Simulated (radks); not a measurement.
# Spin polarisation of the 2p shell in C⁺

Aim: the energy gained and the exchange splitting as electrons of the 2p shell of C⁺ are turned from spin down to spin up.

The numbers are computed with radks (a radial shooting solver on a logarithmic mesh, Libxc functionals) version 1 (scalar-relativistic Kohn-Sham, BLYP, spin-polarised, spherical densities, point nucleus), except any that are marked as measured or tabulated.

## 1. Starting point

```
element       : carbon (Z = 6)
charge        : +1
electrons     : 5
configuration : [He] 2s2 2p(up 0.5, down 0.5)
```

A shell typed twice in an input gives spin up, then spin down.

## 2. No moment

Settings of this run:

```text
Z 6
configuration [He] 2s2 2p0.5 2p0.5
relativity scalar-relativistic
functional b88,lyp
spin polarised
nucleus point
c 137.035999084
```

## 3. moment 0.25 in 2p

Settings of this run:

```text
Z 6
configuration [He] 2s2 2p0.625 2p0.375
relativity scalar-relativistic
functional b88,lyp
spin polarised
nucleus point
c 137.035999084
```

## 4. moment 0.5 in 2p

Settings of this run:

```text
Z 6
configuration [He] 2s2 2p0.75 2p0.25
relativity scalar-relativistic
functional b88,lyp
spin polarised
nucleus point
c 137.035999084
```

## 5. moment 0.75 in 2p

Settings of this run:

```text
Z 6
configuration [He] 2s2 2p0.875 2p0.125
relativity scalar-relativistic
functional b88,lyp
spin polarised
nucleus point
c 137.035999084
```

## 6. moment 1 in 2p

Settings of this run:

```text
Z 6
configuration [He] 2s2 2p1 2p0
relativity scalar-relativistic
functional b88,lyp
spin polarised
nucleus point
c 137.035999084
```

**Question.** What will these runs give? Wanted: for each run, moment; E − E(0); ε(2p up); ε(2p down); splitting.

**Answer**, as computed:

| moment (μB) | E − E(0) (eV) | ε(2p up) (eV) | ε(2p down) (eV) | splitting (eV) |
| --- | --- | --- | --- | --- |
| 0 | 0.000 | -16.993 | -16.993 | 0.000 |
| 0.25 | -0.027 | -17.197 | -16.772 | 0.425 |
| 0.5 | -0.106 | -17.379 | -16.534 | 0.845 |
| 0.75 | -0.238 | -17.540 | -16.284 | 1.256 |
| 1 | -0.419 | -17.677 | -16.025 | 1.652 |

**Reading.** At a moment of 1 μB the energy has fallen by 0.42 eV and the 2p levels split by 1.65 eV, 1.652 eV per μB. The Stoner form E = −I m²/4 would give I = 1.678 eV. The energy falls at every step.
